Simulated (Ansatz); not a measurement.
Crystal: AlSn.

```xyz
2
Lattice="4.1981 0.0000 0.0000 -2.0991 3.6357 0.0000 0.0000 0.0000 3.3068" Properties=species:S:1:pos:R:3 pbc="T T T"
Sn    0.0049    2.4017    1.6397
Al    0.0147    0.0155   -0.0180
```

The cell comes from a database or a generator and needn't be the stable form of this composition.

The cell isn't the ideal one: atoms moved at random, drawn with an rms of 0.05 Å.

A run of Ansatz 0.2.0 on this cell left the log below. Logs are shortened: lines on timing, memory, paths and dates and some standing lists are left out, and cuts for length are marked.

```text
Warning: RAYON_NUM_THREADS=1 ignored (pool sized by the plan → 1); use --threads N
Sn: projections on atomic orbitals take those of the free atom 1s2 2s2 2p6 3s2 3p6 3d10 4s2 4p6 4d10 5s2 5p2, of charge +0.00 (hamiltonian.pseudopotentials.projection_atoms)
Al: projections on atomic orbitals take those of the free atom 1s2 2s2 2p6 3s2 3p1, of charge +0.00 (hamiltonian.pseudopotentials.projection_atoms)
LAPW: plane waves up to 6.877 Å⁻¹, error target 1.0e-3 eV per atom; small_component_spin mean_spin; Al in spheres of 1.292 Å, 11 of its electrons in bands, Dirac shells []; Sn in spheres of 1.609 Å, 22 of its electrons in bands, Dirac shells [] (how accurate: hamiltonian.pseudopotentials.lapw.basis_error, Limitations)
Engine: ansatz 0.2.0, x86_64-unknown-linux-gnu
Pseudopotentials: kind: all_electron
Pseudopotential: Sn, LAPW, valence charge 22, lapw/all_electron/scalar/gaussian/Sn, Koelling and Harmon's equation, gaussian nucleus
Pseudopotential: Al, LAPW, valence charge 11, lapw/all_electron/scalar/gaussian/Al, Koelling and Harmon's equation, gaussian nucleus
Functional definition: PBE
  parameter kappa = 0.804
  parameter beta = 0.06672455060314922
  exchange = pbe_x(kappa = kappa, mu = beta*pi^2/3)
  correlation = pbe_c(beta = beta)
Crystal: 2 atoms, lattice volume = 50.472 Å³
Basis set: ecut = 180.17913872585854 eV, 277 PW (Γ), exchange–correlation at level 2
Bands: 21, of which v1, the nominal top of the filled ones, is band 17 counted from 1 (16 counted from 0)
Symmetry: 1 space group operations
Space group: P1 (ITA 1), of the structure as read, at distance tolerance 3.7e-5 Å
k-points: 197 of 392 (time reversal used)
Non-local potential: Sn, projectors of the file, none
Non-local potential: Al, projectors of the file, none
Initial density: superposition of atomic densities (chi_scale 0.1, normalization cell, long waves kept (reshape's long-wave potential 0.00 eV rms))
Initial wavefunctions: plane waves of lowest kinetic energy (no species holds an atomic orbital)
Functional: x = pbe(κ = 0.804, μ = 0.2195149727645171), c = pbe(β = 0.06672455060314922)
iter 1 solved again at ethr=3.15e-4 eV; its pass at ethr=1.00e-1 eV (dr2=1.04e-1 eV) is discarded
SCF iter   1: F=—  HF=-174696.598367 eV  |F-HF|=—  |Δ(HF+E_count)|=         —  Δρ=1.27e-2  dr2=1.05e-1  ethr=3.15e-4  ⟨swp⟩=3.0  Hψ=28250  notcnv=0
preconditioner: auto → none  [insulator: Δε(μ)=0.178 eV  Ē_g=18.123 eV  σ=0.050 eV  W_gap=0.70  n_scr=8 (ndim 8)  ℏωp=21.6 eV  f_vac=0.000  D(μ)=0.36/eV (n_scr^D=0)  ε∞_Penn≈2.4]
SCF iter   2: F=—  HF=-174696.568638 eV  |F-HF|=—  |Δ(HF+E_count)|=   2.97e-2  Δρ=5.98e-3  dr2=2.20e-2  ethr=3.15e-4  ⟨swp⟩=2.0  Hψ=12353  notcnv=0
iter 3 solved again at ethr=1.62e-6 eV; its pass at ethr=6.66e-5 eV (dr2=5.36e-4 eV) is discarded
SCF iter   3: F=—  HF=-174696.567075 eV  |F-HF|=—  |Δ(HF+E_count)|=   1.56e-3  Δρ=9.43e-4  dr2=5.36e-4  ethr=1.62e-6  ⟨swp⟩=2.0  Hψ=20710  notcnv=0
SCF iter   4: F=—  HF=-174696.565892 eV  |F-HF|=—  |Δ(HF+E_count)|=         —  Δρ=3.02e-4  dr2=4.76e-5  ethr=1.62e-6  ⟨swp⟩=2.4  Hψ=12014  notcnv=0
the basis was enlarged: its passes take 94.8 KiB over the memory plan, 1 of 1 planned eigensolver slots
SCF iter   5: F=—  HF=-174696.565902 eV  |F-HF|=—  |Δ(HF+E_count)|=   9.69e-6  Δρ=6.69e-5  dr2=2.36e-6  ethr=1.44e-7  ⟨swp⟩=2.3  Hψ=11959  notcnv=0
SCF iter   6: F=-174696.565903 eV  HF=-174696.565903 eV  |F-HF|=5.20e-8  |Δ(HF+E_count)|=   1.12e-6  Δρ=7.78e-6  dr2=3.43e-8  ethr=7.14e-9  ⟨swp⟩=2.9  Hψ=12141  notcnv=0
SCF 1 converged in 6 iterations: F = -174696.565903 eV  dr2 = 3.43e-8
SCF converged after 6 iterations
Free energy (F): -174696.565903 eV
Harris-Foulkes:  -174696.565903 eV  (|F-HF|=5.20e-8)
Internal energy: -174696.561825 eV  (E = F + TS)
E sigma→0 (E₀):  -174696.563864 eV
Entropy (-TS):   -0.004078 eV (-2.039 meV/atom)
Fermi energy:    10.095747 eV
--- Per-component energies (eV) ---
  E_band       = -1276.577890
  E_kinetic    = 183404.139302
  E_xc         = -5003.835996
  E_electrostatic = -353096.865131  (all electrons and nuclei)
  E_smearing   = -0.004078  (= −TS)
  E_closure    = 0.000000  (closes the sum)
  E_atoms      = -174689.393269  (free atoms, spherical and without spin; not in F)
  Σ components = -174696.565903   (vs F -174696.565903, Δ=0.00e0)
  Basis errors (estimates in eV, not in F): energy 3.5e-4 per atom: plane waves 3.2e-4 (1.8e-4 summed), levels above the bands 6.0e-57, relativity 1.8e-8, radial functions 3.4e-5, core shells 6.3e-10; eigenvalues (radial functions only) 1.5e-6; not estimated: angular momenta, meshes, grids; target (lapw.basis_error) 1.0e-3; muffin-tin radii Al 1.292 Å, Sn 1.609 Å
--- Forces (eV/Å), atoms counted from 1 ---
  atom   1  Sn     0.03338270     0.14378083    -0.00743207
  atom   2  Al    -0.03338347    -0.14378411     0.00743247
  max |Σ_I F_I| component: 3.28e-6 eV/Å
--- Stress (GPa, compression-positive) ---
       -0.263168      -0.106225      -0.001362
       -0.106225       0.592169      -0.006039
       -0.001362      -0.006039       0.477553
  P = ⅓ Tr σ = 0.2689 GPa (2.689 kbar)
--- Band table (eV; the first three rows and the last of 197) ---
  k-point 0: bands = ["-119.1527", "-93.6121", "-74.9485", "-74.9322", "-74.9284", "-55.0819", "-55.0798", "-55.0758", "-11.2749", "-11.1685", "-11.1684", "-11.1503", "-11.1488", "-0.3570", "9.7932", "9.9550", "10.7892", "12.6944", "13.1200", "13.3152", "15.2751"]
  k-point 1: bands = ["-119.1527", "-93.6121", "-74.9488", "-74.9321", "-74.9283", "-55.0821", "-55.0798", "-55.0758", "-11.2491", "-11.1674", "-11.1672", "-11.1597", "-11.1581", "-0.1379", "10.0230", "10.1839", "10.2759", "11.3238", "13.2937", "13.4881", "16.2401"]
  k-point 2: bands = ["-119.1527", "-93.6120", "-74.9495", "-74.9321", "-74.9283", "-55.0827", "-55.0798", "-55.0757", "-11.1867", "-11.1828", "-11.1809", "-11.1644", "-11.1642", "0.5192", "7.7413", "10.6955", "10.8530", "11.7331", "13.7751", "13.9607", "16.7052"]
  k-point 196: bands = ["-119.1527", "-93.6121", "-74.9488", "-74.9322", "-74.9284", "-55.0821", "-55.0798", "-55.0758", "-11.2416", "-11.1676", "-11.1635", "-11.1620", "-11.1525", "1.2163", "5.0131", "7.6546", "11.8510", "12.7172", "15.1320", "15.6540", "17.6034"]
--- Löwdin populations: 2 sites ---
  site symbol       q [e]
     0     Sn     49.9121
     1     Al     13.0298
  spilling = 0.000922 (of n_electrons = 63.000000)
```

Task: Write the input and the command behind it.

Result: Single point with PBE, no spin polarisation. The files as run (others can give the same):

input.yaml
```yaml
crystal:
  lattice:
    - [4.1981056157, 0.0, 0.0]
    - [-2.0990528078, 3.6356661109, 0.0]
    - [0.0, 0.0, 3.306847]
  atoms:
    - { symbol: Sn, position: [0.331463, 0.66059, 0.495865] }
    - { symbol: Al, position: [0.005642, 0.004275, -0.005453] }
kpoints:
  mp_grid: { grid: [7, 7, 8] }
scf:
  occupations: { method: fermi_dirac, width: 0.05 }
hamiltonian:
  xc: pbe
  pseudopotentials: { kind: all_electron, lapw: { basis_error: 0.001 } }
output:
  forces: true
  stress: true
  eigenvalues: true
  populations: true
```

Potentials or basis: all-electron LAPW, scalar-relativistic.
Command:
```bash
$ ansatz run input.yaml --threads 1 --pin off --max-ram 3072MiB --backend cpu --events-out ev --progress --plain --runs-dir out
```
